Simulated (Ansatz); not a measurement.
# SnO (Romarchite): the cost of one run

Method: DFT, levels as named, plane waves, PAW, in Ansatz 0.2.0.

## Step 1: The system as given

Symmetry: P4/nmm, No. 129, tetragonal system. Conventional cell: a = 3.799 Å, b = 3.799 Å, c = 4.841 Å, α = 90.00°, β = 90.00°, γ = 90.00°. Sn (site symmetry 4mm) is surrounded by 4 O at 2.22 Å. Around O (site symmetry -4m2) lie 4 Sn at 2.22 Å.

Coordinates:

```
Sn O
1.0
     3.79860    0.00000    0.00000
     0.00000    3.79860    0.00000
     0.00000    0.00000    4.84080
Sn O
2 2
Direct
  0.50000 0.00000 0.23690
  0.00000 0.50000 0.76310
  0.00000 0.00000 0.00000
  0.50000 0.50000 0.00000
```

## Step 2: PBE: cell and atoms

input.yaml

```yaml
crystal:
  lattice:
    - [3.7986, 0.0, 0.0]
    - [0.0, 3.7986, 0.0]
    - [0.0, 0.0, 4.8408]
  atoms:
    - { symbol: Sn, position: [0.5, 0.0, 0.2369] }
    - { symbol: Sn, position: [0.0, 0.5, 0.7631] }
    - { symbol: O, position: [0.0, 0.0, 0.0] }
    - { symbol: O, position: [0.5, 0.5, 0.0] }
  symmetry: { tolerance: 0.0003 }
hamiltonian:
  xc: pbe
  pseudopotentials: { kind: paw, azcp: { folder: soft_1 } }
basis:
  ecutwfc: 420
magnetization:
  spin_polarized: false
scf:
  occupations: { method: fermi_dirac, width: 0.1 }
kpoints:
  mp_grid: { grid: [8, 8, 7], shift: [0, 0, 0] }
output:
  forces: true
  stress: true
  eigenvalues: true
relax:
  max_steps: 60
  cell: {}
```

Started as:

```bash
$ ansatz run input.yaml --threads 2 --pin off --max-ram 5632MiB --backend cpu --events-out ev --progress --plain --runs-dir out
```

**Question.** How long does this run take on 2 threads of AMD EPYC 9R45 (Zen 5), shared host, and how much memory does it need?

About 7.7 s, with a peak of 0.45 GiB.
